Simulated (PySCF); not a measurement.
**GaN: bond curves at several levels of theory**

The task here is to estimate one member of a computed series from the others.

Program: PySCF 2.14.0. Level of theory: Ga aug-cc-pVDZ-PP with ECP10, N aug-cc-pVDZ, scalar-relativistic core potentials. These are calculated values, not measurements.

Set-up of the first run:

The job is set up so:

* atoms: Ga, N
* charge: 0
* basis: Ga aug-cc-pVDZ-PP with ECP10, N aug-cc-pVDZ
* Hamiltonian: scalar-relativistic core potentials
* basis functions: 55
* electrons treated: 28
* masses in u: 68.9256, 14.0031
* levels: PBE0, PBE, r²SCAN, BHandHLYP, BLYP, M06-2X, LC-ωPBE, HF, MP2, SCS-MP2, CCSD, CCSD(T)
* grid: 80 radial by 434 angular points
* occupations: held fixed by the projection of orbital angular momentum
* dissociation limit: Ga + N, each in its ground configuration
* starting distance in angstrom: 1.860
* values of 2S to try: 0, 2, 4

Started as:

```console
$ OMP_NUM_THREADS=1 python dia.py task.json out
```

Among the steps run: The job; PBE0 along the bond; Other states along the same grid; PBE (GGA); r²SCAN (meta-GGA); BHandHLYP; BLYP (GGA); M06-2X; LC-ωPBE (range-separated hybrid); UHF (mean field); Adding correlation.

One table of the session follows, with a row left open; its other results are not shown here.

Energy (eV) from each level's lowest point:

| R (Å) | UHF | UHF-MP2 | UHF-SCS-MP2 | UHF-CCSD | UHF-CCSD(T) |
| --- | --- | --- | --- | --- | --- |
| 1.751 | 0.596 | 0.640 | 0.659 | n/a | n/a |
| 1.832 | 0.244 | 0.277 | 0.291 | 0.305 | 0.316 |
| 1.914 | 0.062 | 0.082 | 0.090 | 0.099 | 0.107 |
| 1.975 | 0.006 | 0.015 | 0.019 | 0.024 | 0.028 |
| 2.036 | 0.000 | 0.000 | 0.000 | 0.000 | 0.000 |
| 2.097 | ? | ? | ? | ? | ? |
| 2.179 | 0.113 | 0.110 | 0.101 | 0.076 | 0.068 |
| 2.280 | 0.250 | 0.288 | 0.274 | 0.200 | 0.187 |
| 2.402 | 0.410 | 0.601 | 0.591 | 0.388 | 0.373 |
| 2.565 | 0.542 | 1.019 | 1.023 | n/a | n/a |

Estimate the missing values for R (Å) = 2.097.

Worked estimate for «UHF». A straight line through the neighbours (2.036, 0.000) and (2.179, 0.113) gives 0.000 + (0.113 − 0.000) × (2.097 − 2.036) / (2.179 − 2.036) = 0.048; a parabola fitted to 4 rows on both sides gives 0.035.

As computed: UHF: 0.032; UHF-MP2: 0.026; UHF-SCS-MP2: 0.021; UHF-CCSD: 0.014; UHF-CCSD(T): 0.010. In «UHF» the line misses by +0.016 and the parabola by +0.003.

To keep in mind: Lowest PBE0 solution found, without spin–orbit coupling: ³Σ⁻ (triplet), unpaired electrons π ↑↑. Warnings in the runs' records: inverted.
